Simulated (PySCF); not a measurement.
# A diatomic session: InGa

What are the lowest state that PBE0 finds, the bond length, vibrational wavenumber and bond energy of InGa, and how much do these hang on the method?

Program: PySCF 2.14.0. Level of theory: In cc-pVDZ-PP with ECP28, Ga cc-pVDZ-PP with ECP10, scalar-relativistic core potentials. These are calculated values, not measurements.

## 1. The job

A driver script around PySCF takes these settings:

| Quantity | Value |
| --- | --- |
| atoms | In, Ga |
| charge | 0 |
| basis | In cc-pVDZ-PP with ECP28, Ga cc-pVDZ-PP with ECP10 |
| Hamiltonian | scalar-relativistic core potentials |
| basis functions | 46 |
| electrons treated | 42 |
| masses in u | 114.9039, 68.9256 |
| levels | PBE0, PBE, r²SCAN, M06-2X, TPSS, BLYP, ωB97X, HF, MP2, SCS-MP2, CCSD, CCSD(T) |
| grid | 80 radial by 434 angular points |
| occupations | held fixed by the projection of orbital angular momentum |
| dissociation limit | In + Ga, each in its ground configuration |
| starting distance in angstrom | 2.595 |
| values of 2S to try | 0, 2 |

Run with:

```console
$ OMP_NUM_THREADS=1 python dia.py task.json out
```

After this run come: PBE0 along the bond; Other states along the same grid; PBE (GGA); r²SCAN; M06-2X (hybrid meta-GGA); TPSS; BLYP (GGA); ωB97X (range-separated hybrid); UHF (mean field); Adding correlation.

Q: Predict the outcome of this session. Wanted: for each run, Re; ωe; De; μ.

The runs gave:

Lowest PBE0 solution found, without spin–orbit coupling: ³Π (triplet), unpaired electrons σ ↑, π ↑. State 2 has its PBE0 minimum 0.17 eV higher, as a spin-mixed determinant (⟨S²⟩ = 1.01), so this is no gap between pure states. State 3 has its PBE0 minimum 0.17 eV higher. State 4 has its PBE0 minimum 0.35 eV higher, as a spin-mixed determinant (⟨S²⟩ = 1.01), so this is no gap between pure states. The other levels ran on the lowest alone.

| level | Re (Å) | ωe (cm⁻¹) | De (eV) | μ (D) |
| --- | --- | --- | --- | --- |
| UHF | 2.932 | 140.2 | 0.63 | -0.33 |
| UHF-MP2 | 2.878 | 149.1 | 1.13 | n/a |
| UHF-SCS-MP2 | 2.880 | 150.2 | 0.98 | n/a |
| UHF-CCSD | 2.908 | 142.6 | 1.05 | n/a |
| UHF-CCSD(T) | 2.907 | 142.0 | 1.12 | n/a |
| PBE | 2.935 | 128.0 | 1.44 | -0.21 |
| BLYP | 3.000 | 117.1 | 1.26 | -0.15 |
| TPSS | 2.904 | 132.5 | 1.40 | -0.25 |
| r²SCAN | 2.884 | 136.3 | 1.44 | -0.24 |
| PBE0 | 2.890 | 138.5 | 1.34 | -0.24 |
| M06-2X | 2.913 | 139.3 | 1.10 | -0.19 |
| ωB97X | 2.847 | 152.7 | 1.21 | -0.18 |

De is counted to In + Ga in their ground configurations. A positive dipole means In(−)Ga(+).

Differences from CCSD(T) in the same basis:

| level | Re (mÅ) | ωe (%) |
| --- | --- | --- |
| UHF | +26 | -1.3 |
| UHF-MP2 | -29 | +5.0 |
| UHF-SCS-MP2 | -27 | +5.8 |
| UHF-CCSD | +1 | +0.4 |
| PBE | +28 | -9.8 |
| BLYP | +94 | -17.5 |
| TPSS | -3 | -6.7 |
| r²SCAN | -23 | -4.0 |
| PBE0 | -17 | -2.5 |
| M06-2X | +7 | -1.9 |
| ωB97X | -60 | +7.6 |

In words: Judged by CCSD(T) in the same basis: best bond length UHF-CCSD (+1 mÅ), worst BLYP (+94 mÅ); best wavenumber UHF-CCSD (+0.4 %), worst BLYP (-17.5 %). CCSD(T) in a basis this small is itself some way from its limit, more so than the functionals. Among the levels with a De in the table, it runs from 0.63 eV (UHF) to 1.44 eV (PBE).

Correlated steps freeze 8 core orbitals. These are scalar-relativistic numbers at best; spin–orbit coupling would shift them, the dissociation energy most.
